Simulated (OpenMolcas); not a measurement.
# Ru⁵⁺ among point charges: CASSCF and CASPT2 levels and susceptibility

How does a field of 3 point charges split the states of Ru⁵⁺, and what χT follows?

Program: OpenMolcas 26.06. Level of theory: state-averaged CASSCF and CASPT2, spin-orbit coupling by RASSI with atomic mean-field integrals. These are calculated values, not measurements, unless marked.

## 1. Starting point

| Property | Result |
| --- | --- |
| Species | Ru⁵⁺ (ruthenium, Z = 44, 39 electrons) |
| Basis | ANO-RCC-VDZP [6s5p3d1f], 43 functions |
| Scalar Hamiltonian | DKH2, point nucleus |
| Inactive shells | 1s 2s 2p 3s 3p 3d 4s 4p |
| Active space | 3 electrons in 5 orbitals (4d) |
| Some configurations of this space | 4d³ |
| Orbitals | optimised for each spin and parity, averaged over all roots |

Outer shells as boxes (Hund's rule):

4d3
```
4d [↑ ][↑ ][↑ ][  ][  ]
```

The ion sits among 3 point charges of -2 e arranged as a planar triangle (D3h), 2.26 Å from the ion.

The work runs as a chain of OpenMolcas steps in one folder; each step below is one input file. Labels, J, g values, rates, χT and fits are worked out afterwards by a script from the matrices that RASSI stores.

## 2. GATEWAY and SEWARD: basis and integrals

a.inp

```
&GATEWAY
Coord
1

Ru 0.0 0.0 0.0
Basis=ANO-RCC-VDZP
Group=NoSym
NoMove
AngMom=0.0 0.0 0.0
AMFI
XField
3 Angstrom 0
2.260000 0.000000 0.000000 -2.000000
-1.130000 1.957217 0.000000 -2.000000
-1.130000 -1.957217 0.000000 -2.000000
&SEWARD
```

Launch:

```console
$ OMP_NUM_THREADS=1 MOLCAS_MEM=1689 MOLCAS_PROJECT=a pymolcas a.inp > a.log
```

## 3. CASSCF: quartets, 10 roots

a.inp

```
&RASSCF
FileOrb=start.orb
Symmetry=1
Spin=4
nActEl=3 0 0
Inactive=18
Ras2=5
CIRoot=10 10 1
SDav=10
CIMx=300
Iter=120 100
PrWF=0.3
OrbListing=Nothing
MaxOrb=0
>>> COPY $Project.JobIph JOB001
```

start.orb holds the contracted functions of the basis, ordered by shell, or the orbitals of the step before.

## 4. CASSCF: doublets, 40 roots

a.inp

```
&RASSCF
FileOrb=start.orb
Symmetry=1
Spin=2
nActEl=3 0 0
Inactive=18
Ras2=5
CIRoot=40 40 1
SDav=40
CIMx=300
Iter=120 100
PrWF=0.3
OrbListing=Nothing
MaxOrb=0
>>> COPY $Project.JobIph JOB002
```

## 5. RASSI: spin-orbit coupling between the states

a.inp

```
&RASSI
NrOfJobIphs=2 10 40
1 2 3 4 5 6 7 8 9 10
1 2 3 4 5 6 7 8 9 10 11 12 13 14 15 16 17 18 19 20 21 22 23 24 25 26 27
28 29 30 31 32 33 34 35 36 37 38 39 40
IphNames
JOB001
JOB002
EJob
SpinOrbit
DIPRint=1.0
SOCoupling=1000.0
Subsets=2
Property=9
'ANGMOM' 1 'ANGMOM' 2 'ANGMOM' 3 'MLTPL  1' 1 'MLTPL  1' 2 'MLTPL  1' 3
'AMFI' 1 'AMFI' 2 'AMFI' 3
SOProperty=3
'ANGMOM' 1 'ANGMOM' 2 'ANGMOM' 3
```

## 6. CASPT2: IPEA 0.25, imaginary shift 0.1 (closed shells correlated: 4s 4p)

a.inp

```
>>> COPY JOB001 $Project.JobIph
&CASPT2
Multistate=10 1 2 3 4 5 6 7 8 9 10
NoMult
Frozen=14
IPEA=0.25
Imaginary=0.1
MaxIter=60
WThr=0.0 0.3 0.05
PrWF=0.5
NoMix
>>> COPY JOB002 $Project.JobIph
&CASPT2
Multistate=40 1 2 3 4 5 6 7 8 9 10 11 12 13 14 15 16 17 18 19 20 21 22
23 24 25 26 27 28 29 30 31 32 33 34 35 36 37 38 39 40
NoMult
Frozen=14
IPEA=0.25
Imaginary=0.1
MaxIter=60
WThr=0.0 0.3 0.05
PrWF=0.5
NoMix
```

(Steps that only read results are left out.)

**Question.** What will these runs give? Wanted: spin-free ground state; first state of the same spin within the active space; lowest level; next level.

**Answer**, as computed:

| quantity | value |
| --- | --- |
| method | SS-CASPT2, IPEA 0.25, imaginary shift 0.1 (closed shells correlated: 4s 4p) |
| spin-free ground state | 4A1, 1-fold in its orbital part |
| first state of the same spin within the active space | 4A2 at 20.4 cm⁻¹ |
| lowest level | 2-fold E3/2, g = 0.00, 0.00, 0.30 |
| next level | 1381.2 cm⁻¹ |
| χT at 300 K | 0.15 cm³ K/mol |
| effective moment at 300 K | 1.09 μB |

Cost by method:

| method | time of its own steps | time with the reference |
| --- | --- | --- |
| A. CASSCF | 12 s | 12 s |
| B. SS-CASPT2, IPEA 0.25, imaginary shift 0.1, +4s 4p | 4.6 s | 16 s |

Times are of one thread on a shared host.

**Reading.** The spin-free ground state (4A1) comes to 100 % from free-ion F terms and keeps the highest spin of the shell. χT at 300 K is 0.15, against 1.88 cm³ K/mol for the spin alone, so spin-orbit coupling lowers it. CASPT2 does not keep the components of a term degenerate, and the means are used. The field of point charges can differ much from that of real complexes. Point charges carry no covalency, so the field is a model and not that of real ligands.
